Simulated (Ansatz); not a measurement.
# W on Al(111): a nudged elastic band in two tries

Wanted: a band of images between two relaxed ends, and a check that the input is sound. The slab cell is 2×3, 3 layers thick, and the adsorbate is set down on it by hand.

All numbers below are computed with Ansatz 0.2.0 (DFT PBE+D3(BJ), plane waves, PAW, scalar-relativistic, no spin polarisation).

### Step 1. The system as given

The cell holds 19 atoms (Al18W): a = 5.728 Å, b = 8.591 Å, c = 17.677 Å, α = 90.00°, β = 90.00°, γ = 60.00°.

The coordinates stand in the first input below.

### Step 2. First attempt

File input.yaml:

```yaml
crystal:
  lattice:
    - [5.727565, 0.0, 0.0]
    - [4.295674, 7.440325, 0.0]
    - [0.0, 0.0, 17.676537]
  atoms:
    - { symbol: Al, position: [0.1666667, 0.1111111, 0.0565722] }
    - { symbol: Al, position: [0.6666667, 0.1111111, 0.0565722] }
    - { symbol: Al, position: [0.1666667, 0.4444444, 0.0565722] }
    - { symbol: Al, position: [0.6666667, 0.4444444, 0.0565722] }
    - { symbol: Al, position: [0.1666667, 0.7777778, 0.0565722] }
    - { symbol: Al, position: [0.6666667, 0.7777778, 0.0565722] }
    - { symbol: Al, position: [-0.17504345, 0.22570312, 0.1836648] }
    - { symbol: Al, position: [0.32498773, 0.22172448, 0.1872345] }
    - { symbol: Al, position: [-0.16155203, 0.55371082, 0.18788912] }
    - { symbol: Al, position: [0.32994543, 0.55899461, 0.18925028] }
    - { symbol: Al, position: [-0.17574322, 0.88549547, 0.18981726] }
    - { symbol: Al, position: [0.32271954, 0.88922604, 0.19112702] }
    - { symbol: Al, position: [-0.07064613, 0.0381311, 0.31022469] }
    - { symbol: Al, position: [0.4896244, -0.00077677, 0.32260615] }
    - { symbol: Al, position: [0.01039962, 0.32254855, 0.32031786] }
    - { symbol: Al, position: [0.47139568, 0.34936424, 0.31470902] }
    - { symbol: Al, position: [0.06214739, 0.69698623, 0.34079876] }
    - { symbol: Al, position: [0.58071546, 0.64410003, 0.32144231] }
    - { symbol: W, position: [0.26336558, 0.87883219, 0.40877383] }
basis:
  ecutwfc: 420.0
kpoints:
  mp_grid: { grid: [4, 3, 1] }
hamiltonian:
  xc: pbe
  dispersion: d3bj
  pseudopotentials: { kind: paw, azcp: { folder: soft_1 } }
scf:
  occupations: { method: gaussian, width: 0.1 }
  lower_state_search: "off"
  max_iter: 90
neb:
  images: 4
  f_tol: 0.05
  max_iterations: 8
  order_check: false
  climbing: immediate
  constraints: [{ sites: [0, 1, 2, 3, 4, 5] }]
  final_atoms:
    - { symbol: Al, position: [0.16666666, 0.11111111, 0.05657217] }
    - { symbol: Al, position: [0.66666665, 0.11111111, 0.05657217] }
    - { symbol: Al, position: [0.16666664, 0.44444445, 0.05657217] }
    - { symbol: Al, position: [0.66666663, 0.44444445, 0.05657217] }
    - { symbol: Al, position: [0.16666662, 0.77777779, 0.05657217] }
    - { symbol: Al, position: [0.66666661, 0.77777779, 0.05657217] }
    - { symbol: Al, position: [-0.17491372, 0.2190488, 0.1900235] }
    - { symbol: Al, position: [0.32373106, 0.22282213, 0.19083032] }
    - { symbol: Al, position: [-0.17443388, 0.55897898, 0.18376615] }
    - { symbol: Al, position: [0.32566744, 0.5552437, 0.18725293] }
    - { symbol: Al, position: [-0.16111599, 0.88730519, 0.18784944] }
    - { symbol: Al, position: [0.33025906, 0.89262179, 0.18947627] }
    - { symbol: Al, position: [0.06082871, 0.03046183, 0.34139075] }
    - { symbol: Al, position: [0.5795246, -0.02216733, 0.32113122] }
    - { symbol: Al, position: [-0.06823028, 0.37111765, 0.31041489] }
    - { symbol: Al, position: [0.49063611, 0.33221393, 0.32295344] }
    - { symbol: Al, position: [0.0116073, 0.65676847, 0.31986367] }
    - { symbol: Al, position: [0.47334838, 0.68225177, 0.31488093] }
    - { symbol: W, position: [6.26453984, 7.21130205, 6.40911702] }
```

The run is started by

```console
$ ansatz run input.yaml --threads 2 --pin off --max-ram 5120MiB --backend cpu --events-out ev --progress --plain --runs-dir out
```

Before running it: what results should come out? Wanted: first try.

The runs gave:

| quantity | value |
| --- | --- |
| first try | timeout |
| cause | one atom of the second end is shifted by 6 along every axis, far from where it belongs |

In words: The program did not catch the first fault at the input check, so it cost a run.
